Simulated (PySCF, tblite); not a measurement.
**C₄H₁₀ClSi₂ radical: geometry, infrared bands and EPR parameters**

Aim: predict the infrared bands and EPR parameters of C₄H₁₀ClSi₂ radical (`CC[Si]1(Cl)C[SiH]C1`).

Computed with tblite 0.8.0 and PySCF 2.14.0, with density-fitted response routines of our own, on a single molecule in the gas phase. Atoms count from 0, in the outputs and in this text.

## (1) The molecule as given

17 atoms, charge 0, multiplicity 2; geometry from: force field or distance geometry start.

Bonds of the start (Å): C0–C1 1.52, C1–Si2 1.90, Si2–Cl3 2.08, Si2–C4 1.84, C4–Si5 1.87, Si5–C6 1.86, C6–Si2 1.87, C0–H7 1.10, C0–H8 1.12, C0–H9 1.12, C1–H10 1.09, C1–H11 1.11, C4–H12 1.11, C4–H13 1.11, Si5–H14 1.47, C6–H15 1.10, C6–H16 1.12.

## (2) Geometry optimisation with GFN2-xTB

The job: settings as JSON, then the geometry in Å.

```
{"job": {"kind": "relax", "xc": "GFN2-xTB", "basis": "xTB"}, "charge": 0, "multiplicity": 2}
C     -2.365600    -0.287000    -0.128400
C     -1.275200     0.550200    -0.783900
Si     0.212800     0.277800     0.362000
Cl    -0.454600     0.486800     2.316600
C      1.734600     1.209900    -0.089800
Si     2.663900    -0.407500     0.071200
C      1.055700    -1.343900    -0.020000
H     -3.322600    -0.195700    -0.657100
H     -1.958700    -1.326900    -0.112800
H     -2.424700     0.023500     0.941800
H     -1.063400     0.243600    -1.810700
H     -1.555800     1.623700    -0.797600
H      1.728900     1.599400    -1.125700
H      1.972900     1.962300     0.687600
H      3.320000    -0.570700     1.375900
H      0.793700    -1.714700    -1.021600
H      0.931100    -2.118700     0.782400
```

Command:

```console
OMP_NUM_THREADS=1 python probes_run.py task.json out
```

One launch serves the whole session: the jobs run in the order shown.

**Question.** This job is followed by: GFN2-xTB harmonic vibrations, gas phase; UKS B3LYP, pcH-1 on C Cl H Si, non-relativistic, mean-field spin-orbit, GIAO. What will the session give for the following? strongest single infrared mode (GFN2-xTB); zero-point energy (GFN2-xTB); g(iso) (B3LYP); ⟨S²⟩; largest a(iso) (averaged by class); potential on the surface of density 0.002 e/bohr³, 1st and 99th percentile.

**Answer**, as computed:

| quantity | value |
| --- | --- |
| strongest single infrared mode (GFN2-xTB) | 2175 cm⁻¹, 428 km/mol |
| zero-point energy (GFN2-xTB) | 80.4 kcal/mol |
| g(iso) (B3LYP) | 2.00324 |
| ⟨S²⟩ | 0.751 (exact 0.75) |
| largest a(iso) (averaged by class) | 29Si on Si5, -497.1 MHz |
| potential on the surface of density 0.002 e/bohr³, 1st and 99th percentile | -0.54 V and 0.95 V |

**Reading.** The optimisation took 101 steps and gained 0.656 eV; among the close pairs (by a distance rule), Si2–C4 changed most, from 1.841 to 1.918 Å. All 45 modes are real, so the xTB geometry is a minimum. The strongest single mode, at 2175 cm⁻¹, moves mainly H14. GFN2-xTB is a fitted tight-binding method: band positions and strengths are rough. Its intensities can rank the bands wrongly. Si5 carries the largest spin population, 0.89 e. The isotropic g lies 0.9 ppt above the free-electron value. These values are for one conformer; the search (at its own cheap level) found 2 more, at 0.27, 0.27 kcal/mol, and measured spectra average over such forms.
